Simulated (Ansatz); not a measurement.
**C2H3Te radical: one species, many methods**

Aim: compute C2H3Te radical with functionals from several rungs and with coupled cluster, and see how far each lands from CCSD(T) at the basis-set limit for the atomisation energy.

Computed with Ansatz 0.2.0, Gaussian basis. Level: functionals in def2-TZVPP, the program's frozen cores in correlated methods.

The runs, in order: LDA (SPW92), PBE-D4, revPBE-D4, BLYP-D4, r2SCAN-D4, B97M-V, PBE0-D4, B3LYP-D4, r2SCANh-D4, r2SCAN0-D4, HSE06-D4, BHLYP-D4, CAM-B3LYP-D4, LC-ωPBE, ωB97X-V, ωB97M-V, B2PLYP, PBE-QIDH; CCSD(T)/def2-SVP; CCSD(T)/def2-TZVPP; MP2/def2-QZVPP; extrapolation to the limit; RPA on PBE.

**1. Structure used throughout**

An earlier PBE0-D4 in a triple-zeta def2 set relaxation fixed the geometry. Te takes the def2 core potential; no spin-orbit term is included.

SMILES `C=C[Te]`, 6 atoms, charge 0, spin multiplicity 2.

Atoms are counted from 1 here; the program's logs count them from 0.

Bond lengths: C1–C2 1.335 Å, C1–H4 1.084 Å, C1–H5 1.087 Å, C2–Te3 2.072 Å, C2–H6 1.085 Å. Angles: C2–C1–H4 121.8°, C2–C1–H5 120.9°, H4–C1–H5 117.3°, C1–C2–Te3 122.8°, C1–C2–H6 120.3°, Te3–C2–H6 116.9°.

**2. LDA**

This LDA is Slater exchange with PW92 correlation.

Input file in.yaml:

```yaml
crystal:
  periodic: [false, false, false]
  atoms:
    - {symbol: C, position_ang: [-0.421241, 0.153698, -0.624876]}
    - {symbol: C, position_ang: [0.285224, 0.088321, 0.506160]}
    - {symbol: Te, position_ang: [1.239860, -1.640370, 1.133501]}
    - {symbol: H, position_ang: [-0.532006, -0.704014, -1.279040]}
    - {symbol: H, position_ang: [-0.910327, 1.076914, -0.925558]}
    - {symbol: H, position_ang: [0.380689, 0.961451, 1.143513]}
basis:
  gaussian: {orbitals: def2-TZVPP}
magnetization: {spin_polarized: true, initial_magnetization: 1}
hamiltonian: {xc: lda}
output: {orbitals: {seedname: orbitals}}
```

Further steps of the session: PBE-D4 (GGA); revPBE-D4 (GGA); BLYP-D4 (GGA); r2SCAN-D4 (meta-GGA); B97M-V (meta-GGA); PBE0-D4 (hybrid); B3LYP-D4 (hybrid); r2SCANh-D4 (hybrid); r2SCAN0-D4 (hybrid); HSE06-D4 (hybrid); BHLYP-D4 (hybrid); CAM-B3LYP-D4 (range-separated); LC-ωPBE-D4 (range-separated); ωB97X-V (range-separated); ωB97M-V (range-separated); B2PLYP (double hybrid); PBE-QIDH (double hybrid); CCSD(T) in def2-SVP; CCSD(T) in def2-TZVPP; MP2 in def2-QZVPP; RPA on PBE orbitals.

**Question.** What will the summary of the whole plan be? Wanted: atomisation energy, CCSD(T)/CBS; farthest beyond LDA; mean size of error, GGA; mean size of error, meta-GGA; mean size of error, hybrid; mean size of error, range-separated; mean size of error, double hybrid; gap, smallest and largest; T1 diagnostic.

The runs gave:

| quantity | value |
| --- | --- |
| atomisation energy, CCSD(T)/CBS | 2150.3 kJ/mol |
| functionals within 21.5 kJ/mol (1.0 %) | revPBE-D4, BLYP-D4, r2SCAN-D4, B97M-V, PBE0-D4, B3LYP-D4, r2SCANh-D4, CAM-B3LYP-D4, LC-ωPBE, ωB97X-V, ωB97M-V, B2PLYP, PBE-QIDH |
| farthest beyond LDA | PBE-D4 (+68.9 kJ/mol) |
| mean size of error, GGA | 32.3 kJ/mol |
| mean size of error, meta-GGA | 6.9 kJ/mol |
| mean size of error, hybrid | 24.8 kJ/mol |
| mean size of error, range-separated | 7.3 kJ/mol |
| mean size of error, double hybrid | 15.7 kJ/mol |
| gap, smallest and largest | -0.01 eV (LDA (SPW92)), 7.07 eV (LC-ωPBE) |
| T1 diagnostic | 0.0254 |
| triples share of the correlation energy | 3.3 % |

The LDA atomisation energy is off by 328.4 kJ/mol (15 %): it overbinds. PBE-D4 misses by +68.9 kJ/mol. Double hybrids carry the basis error of their MP2 part in triple zeta, and no dispersion term here, so their miss is partly the set-up's. The rungs meta-GGA, range-separated, double hybrid miss on average by less than the doubt on the reference (21.5 kJ/mol), so they tie. Misses under about 21.5 kJ/mol are within the doubt on the reference itself, which lacks core-valence correlation, spin-orbit coupling and higher excitations, and its outer-core shells are covered unevenly. All levels share the lack of spin-orbit coupling, which lowers the free heavy atoms and so the true binding. Hartree-Fock recovers 72 % of the binding; the rest is correlation. CCSD(T) in def2-SVP is off by -118.4 kJ/mol, worse than the median functional, from the basis alone. Orbital gaps span 0.0 to 7.1 eV; exact exchange widens them. A negative gap means that an empty level lies below a filled one: whole occupations of an open shell aren't an aufbau state there. The UHF reference is spin-contaminated (⟨S²⟩ = 0.92 against 0.75). Correlated methods include outer-core shells of Te, which these sets cover unevenly.
